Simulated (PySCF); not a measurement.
# Sr2S: structure of the singlet

The task is one start of a wider search on Sr2S: the singlet, from a bent start. It is relaxed, tested by its Hessian and followed downhill if it is a saddle.

The runs use PySCF 2.14.0; PBE0, basis S def2-TZVP, Sr def2-TZVP with ECP28, scalar-relativistic core potentials, no spin–orbit coupling, density fitting.

**1. The starting structure**

3 atoms, charge 0, spin multiplicity 1.

Bond lengths: S1–Sr2 2.880 Å, S1–Sr3 2.880 Å. Angles: Sr2–S1–Sr3 110.0°.

Coordinates in bohr (charge 0 multiplicity 1):
```
S     0.0000    0.0000    0.0000
Sr    4.4582    0.0000    3.1216
Sr   -4.4582    0.0000    3.1216
```

**2. Finding the electronic state**

One driver script runs all steps and calls PySCF; scf.py shows how it sets up the SCF of each step. The optimiser is the driver's own. After this first run the driver tries any further starts and a stability analysis.

Input file scf.py:

```python
from pyscf import gto, scf, dft
mol = gto.M(atom='''
S      0.000000     0.000000     0.000000
Sr     2.359200     0.000000     1.651900
Sr    -2.359200     0.000000     1.651900''',
    basis={'S': 'def2-TZVP', 'Sr': 'def2-TZVP'},
    ecp={'Sr': 'def2-TZVP'},
    charge=0, spin=0)
mf = dft.RKS(mol, xc='PBE0')
mf.grids.atom_grid = (50, 194)
aux = {'S': 'def2-universal-JKFIT', 'Sr': 'def2-universal-JKFIT'}
mf = mf.density_fit(auxbasis=aux)
mf.conv_tol = 1e-08
mf.diis_space = 10
mf.max_cycle = 60
mf.init_guess = 'minao'
mf.verbose = 4
mf.kernel()
```

Run with:

```console
$ OMP_NUM_THREADS=2 python axn.py task.json out
```

Standard output:

```text
init E= -456.211468899537
  HOMO = -0.33320105628057  LUMO = -0.298520465917461  gap/eV = 0.94371
cycle= 1 E= -459.308440659729  delta_E= -3.1  |g|= 0.698  |ddm|= 3.55
  HOMO = -0.0137240382520461  LUMO = -0.00949318185417988  gap/eV = 0.11513
cycle= 2 E= -455.776610907171  delta_E= 3.53  |g|= 2.17  |ddm|= 4.05
  HOMO = -0.118212194097034  LUMO = -0.0824351356881101  gap/eV = 0.97354
cycle= 3 E= -459.450971768275  delta_E= -3.67  |g|= 0.363  |ddm|= 3.09
  HOMO = -0.132153732178554  LUMO = -0.0946006286989591  gap/eV = 1.02187
cycle= 4 E= -459.501952987027  delta_E= -0.051  |g|= 0.186  |ddm|= 0.731
  HOMO = -0.12393768574878  LUMO = -0.0875911758177553  gap/eV = 0.98904
cycle= 5 E= -459.513454537982  delta_E= -0.0115  |g|= 0.0438  |ddm|= 0.362
  HOMO = -0.125017088718013  LUMO = -0.0877277154395445  gap/eV = 1.01470
cycle= 6 E= -459.513964007413  delta_E= -0.000509  |g|= 0.0161  |ddm|= 0.0631
  HOMO = -0.126592091147487  LUMO = -0.0893004118843844  gap/eV = 1.01476
cycle= 7 E= -459.51409055518  delta_E= -0.000127  |g|= 0.00372  |ddm|= 0.027
  HOMO = -0.127072980083568  LUMO = -0.0897675385900004  gap/eV = 1.01513
cycle= 8 E= -459.51409810681  delta_E= -7.55e-06  |g|= 0.00103  |ddm|= 0.0089
  HOMO = -0.127130827250248  LUMO = -0.0898492265723761  gap/eV = 1.01448
cycle= 9 E= -459.514098675066  delta_E= -5.68e-07  |g|= 0.00027  |ddm|= 0.00294
  HOMO = -0.127128395265278  LUMO = -0.0898525009125972  gap/eV = 1.01433
cycle= 10 E= -459.514098708901  delta_E= -3.38e-08  |g|= 8.4e-05  |ddm|= 0.000569
  HOMO = -0.127121911113688  LUMO = -0.0898487738032819  gap/eV = 1.01425
cycle= 11 E= -459.514098711316  delta_E= -2.41e-09  |g|= 2.2e-05  |ddm|= 0.000133
  HOMO = -0.127120263126575  LUMO = -0.0898479574452025  gap/eV = 1.01423
Extra cycle  E= -459.514098710951  delta_E= 3.64e-10  |g|= 4.29e-05  |ddm|= 8.46e-05
converged SCF energy = -459.514098710951
```

This step, with its further starts and checks, took 16 s on 2 threads of AMD EPYC (Zen 3), shared host.

Energies from each starting density:

| start | energy (Eh) |
| --- | --- |
| the minimal-basis guess | -459.514099 |
| a thermally smeared density | -459.514099 |
| a smeared PBE density | -459.514099 |

No lower closed-shell solution turned up from the other starts or in the test of internal stability.

**3. Relaxation: bent start, singlet**

The program finds C2v symmetry in the start, which this walk keeps. Threshold on the gradient: 0.0003 Eh/bohr, with a further test on the energy change.

Edit scf.py of step 2 so:

```diff
@@ -3,3 +3,3 @@
-S      0.000000     0.000000     0.000000
-Sr     2.359200     0.000000     1.651900
-Sr    -2.359200     0.000000     1.651900''',
+S      0.000000     0.000000    -1.397719
+Sr     2.359200     0.000000     0.254181
+Sr    -2.359200     0.000000     0.254181''',
@@ -16 +15,0 @@
-mf.init_guess = 'minao'
```

Steps of the walk:

| step | energy (Eh) | change (kJ/mol) | largest symmetric gradient (Eh/bohr) |
| --- | --- | --- | --- |
| 0 | -459.514099 | 0.00 | 0.02745 |
| 1 | -459.522800 | -22.85 | 0.02262 |
| 2 | -459.532052 | -47.14 | 0.01687 |
| 3 | -459.534123 | -52.57 | 0.00567 |
| 4 | -459.537458 | -61.33 | 0.00984 |
| 5 | -459.540005 | -68.02 | 0.01685 |
| 6 | -459.541615 | -72.24 | 0.00527 |
| 7 | -459.542034 | -73.34 | 0.00055 |
| 8 | -459.542037 | -73.35 | 0.00004 |

The walk took 33 s.

End point (C2v, 8 steps, 73.4 kJ/mol gained): Sr–Sr 3.649 Å, S–Sr 2.626 Å (×2); Sr–S–Sr 88.0°, S–Sr–Sr 46.0° (×2).

**4. Hessian and properties**

The point is checked on the finer grid, and tightened if its gradient asks for it. The Hessian and the dipole derivatives come from central differences of analytic gradients, with steps of 0.02 bohr.

Edit scf.py of step 3 so:

```diff
@@ -3,3 +3,3 @@
-S      0.000000     0.000000    -1.397719
-Sr     2.359200     0.000000     0.254181
-Sr    -2.359200     0.000000     0.254181''',
+S      0.000000     0.000000    -1.602104
+Sr     1.820587     0.000000     0.292589
+Sr    -1.820587     0.000000     0.292589''',
@@ -10 +10 @@
-mf.grids.atom_grid = (50, 194)
+mf.grids.atom_grid = (75, 302)
@@ -13 +13 @@
-mf.conv_tol = 1e-08
+mf.conv_tol = 1e-10
```

This SCF starts from the last density.

Log of the central SCF (cycles and frontier levels):

```text
init E= -459.541599246974
  HOMO = -0.131417386155354  LUMO = -0.0697631179765594  gap/eV = 1.67770
cycle= 1 E= -459.541599246976  delta_E= -2.61e-12  |g|= 1.74e-06  |ddm|= 3.38e-06
  HOMO = -0.131417321927369  LUMO = -0.0697631139099843  gap/eV = 1.67770
Extra cycle  E= -459.541599246974  delta_E= 2.61e-12  |g|= 2.82e-06  |ddm|= 5.47e-06
converged SCF energy = -459.541599246974
```

The whole step took 60 s.

Geometry: C2v; Sr–Sr 3.641 Å, S–Sr 2.628 Å (×2); Sr–S–Sr 87.7°, S–Sr–Sr 46.1° (×2).

Harmonic modes (main isotopes):

| symmetry | ω (cm⁻¹) | IR (km/mol) |
| --- | --- | --- |
| a1 | 98 | 4.8 |
| b2 | 252 | 57.9 |
| a1 | 307 | 46.0 |

All wavenumbers are real: a minimum.

Constants and moments:

```
Dipole moment                                                   : 3.48 D
Highest occupied level                                          : -3.58 eV
Lowest empty level                                              : -1.90 eV
Rotational constants                                            : 0.1736, 0.02893, 0.0248 cm⁻¹
Zero-point energy                                               : 3.9 kJ/mol
Principal polarisabilities                                      : 265.4, 274.7, 608.3 bohr³
Atomisation energy without zero-point energy                    : 558 kJ/mol
Principal traceless quadrupole moments about the centre of mass : -30.09, -5.67, 35.75 D Å
Entropy at 298.15 K and 1 bar                                   : 318.4 J/(mol K)
Heat capacity Cp at 298.15 K                                    : 55.7 J/(mol K)
Enthalpy at 298.15 K above 0 K                                  : 14.21 kJ/mol
Rotational symmetry number                                      : 2
```

Charges (e) and bond orders:

```
 atom  Mulliken  Löwdin  polar tensor  Mayer order to S1
   S1     -0.90   -0.23         -0.15                  –
Sr2,3      0.45    0.11          0.07               0.90
```

Outer orbital energies (eV). occupied: -24.04, -23.99, -23.89, -15.89, -6.00, -5.93, -5.58, -3.58; empty: -1.90, -0.89, -0.88, -0.54.

Mulliken populations on S1: s 5.94, p 10.94, d 0.03, f 0.00.

**5. The broken-symmetry singlet**

A stability analysis found the closed shell of the lowest minimum unstable towards spin polarisation, so the unrestricted solution is followed.

The program finds C2v symmetry in the start, which may break.

Edit scf.py of step 4 so:

```diff
@@ -3,3 +3,3 @@
-S      0.000000     0.000000    -1.602104
-Sr     1.820587     0.000000     0.292589
-Sr    -1.820587     0.000000     0.292589''',
+S      0.000000     0.000000    -1.603153
+Sr     1.820587     0.000000     0.291541
+Sr    -1.820587     0.000000     0.291541''',
@@ -9,2 +9,2 @@
-mf = dft.RKS(mol, xc='PBE0')
-mf.grids.atom_grid = (75, 302)
+mf = dft.UKS(mol, xc='PBE0')
+mf.grids.atom_grid = (50, 194)
@@ -13 +13 @@
-mf.conv_tol = 1e-10
+mf.conv_tol = 1e-08
```

Steps of the walk:

| step | energy (Eh) | change (kJ/mol) | largest gradient (Eh/bohr) |
| --- | --- | --- | --- |
| 0 | -459.542036 | 0.00 | 0.00047 |
| 1 | -459.542042 | -0.02 | 0.00044 |
| 2 | -459.542064 | -0.07 | 0.00045 |
| 3 | -459.542075 | -0.10 | 0.00047 |
| 4 | -459.542077 | -0.11 | 0.00032 |
| 5 | -459.542076 | -0.10 | 0.00001 |

The walk took 29 s.

After 5 steps and 0.1 kJ/mol it ends at C2v: Sr–Sr 3.673 Å, S–Sr 2.626 Å (×2); Sr–S–Sr 88.7°, S–Sr–Sr 45.6° (×2).

**6. Frequencies**

The same treatment as at the point before.

Edit scf.py of step 5 so:

```diff
@@ -3,3 +3,3 @@
-S      0.000000     0.000000    -1.603153
-Sr     1.820587     0.000000     0.291541
-Sr    -1.820587     0.000000     0.291541''',
+S     -0.000000    -0.000000    -1.593673
+Sr     1.830546     0.000000     0.291440
+Sr    -1.830546    -0.000000     0.291440''',
@@ -10 +10 @@
-mf.grids.atom_grid = (50, 194)
+mf.grids.atom_grid = (75, 302)
@@ -13 +13 @@
-mf.conv_tol = 1e-08
+mf.conv_tol = 1e-10
```

Log of the central SCF (cycles and frontier levels):

```text
init E= -459.54161331386
[... the frontier-level lines of each cycle are left out ...]
cycle= 1 E= -459.54161331386  delta_E= -5.68e-13  |g|= 1.25e-07  |ddm|= 3.8e-07
Extra cycle  E= -459.541613313858  delta_E= 2.05e-12  |g|= 2.09e-07  |ddm|= 4.66e-07
converged SCF energy = -459.541613313858  <S^2> = 0.069379082  2S+1 = 1.1302727
```

The whole step took 1.7 min on 2 threads of AMD EPYC (Zen 3), shared host.

Geometry: C2v; Sr–Sr 3.661 Å, S–Sr 2.628 Å (×2); Sr–S–Sr 88.3°, S–Sr–Sr 45.8° (×2).

Harmonic modes (main isotopes):

```csv
symmetry,ω (cm⁻¹),IR (km/mol),μ (u)
a1,70,3.6,73.56
b2,252,70.0,38.68
a1,306,45.2,38.47
```

Every mode is real; the point is a minimum.

Properties at this point:

* Dipole moment: 3.45 D
* Highest occupied level: -3.60 eV
* Lowest empty level: -1.90 eV
* Rotational constants: 0.1754, 0.02861, 0.0246 cm⁻¹
* Zero-point energy: 3.8 kJ/mol
* Principal polarisabilities: 270.2, 281.2, 647.7 bohr³
* Atomisation energy without zero-point energy: 558 kJ/mol
* Principal traceless quadrupole moments about the centre of mass: -29.54, -5.34, 34.87 D Å
* Entropy at 298.15 K and 1 bar: 321.2 J/(mol K)
* Heat capacity Cp at 298.15 K: 55.8 J/(mol K)
* Enthalpy at 298.15 K above 0 K: 14.35 kJ/mol
* Rotational symmetry number: 2
* Spin squared ⟨S²⟩: 0.069

Populations by atom (charges in e):

| atom | Mulliken | Löwdin | polar tensor | spin (Mulliken) | Mayer order to S1 |
| --- | --- | --- | --- | --- | --- |
| S1 | -0.91 | -0.23 | -0.10 | 0.00 | – |
| Sr2 | 0.45 | 0.11 | 0.05 | -0.27 | 0.90 |
| Sr3 | 0.45 | 0.11 | 0.05 | 0.27 | 0.90 |

Outer orbital energies (eV). α occupied: -24.06, -24.01, -23.91, -15.90, -6.02, -5.93, -5.59, -3.60; empty: -1.90, -0.90, -0.89, -0.56. β occupied: -24.06, -24.01, -23.91, -15.90, -6.02, -5.93, -5.59, -3.60; empty: -1.90, -0.90, -0.89, -0.56.

Mulliken populations on S1: s 5.94, p 10.94, d 0.03, f 0.00.

**7. The points found, side by side**

| spin | group | bonds | imaginary modes (cm⁻¹) | ΔE (kJ/mol) | with zero-point energy |
| --- | --- | --- | --- | --- | --- |
| broken-symmetry (Ms = 0) | C2v | Sr–Sr 3.661 Å, S–Sr 2.628 Å (×2) | none | 0.0 | 0.0 |
| singlet | C2v | Sr–Sr 3.641 Å, S–Sr 2.628 Å (×2) | none | 0.0 | 0.2 |

**8. What came out**

| quantity | value |
| --- | --- |
| minimum | broken-symmetry (Ms = 0), C2v |
| geometry | Sr–Sr 3.661 Å, S–Sr 2.628 Å (×2); Sr–S–Sr 88.3°, S–Sr–Sr 45.8° (×2) |
| wavenumbers (cm⁻¹) | 70 (a1), 252 (b2), 306 (a1) |
| dipole moment | 3.45 D |
| highest occupied, lowest empty level (either spin) | -3.60, -1.90 eV |
| polar-tensor charge of S1 | -0.10 e |
| zero-point energy | 3.8 kJ/mol |
| entropy at 298.15 K | 321.2 J/(mol K) |
| atomisation energy (no zero-point energy) | 558 kJ/mol |
| ⟨S²⟩ | 0.069 |

**Reading.** The bent start keeps its C2v symmetry and ends in a minimum. The strongest infrared band lies at 252 cm⁻¹ (b2). Other starts or spin states, not run here, may lie lower.

The search up to here took 4.2 min.
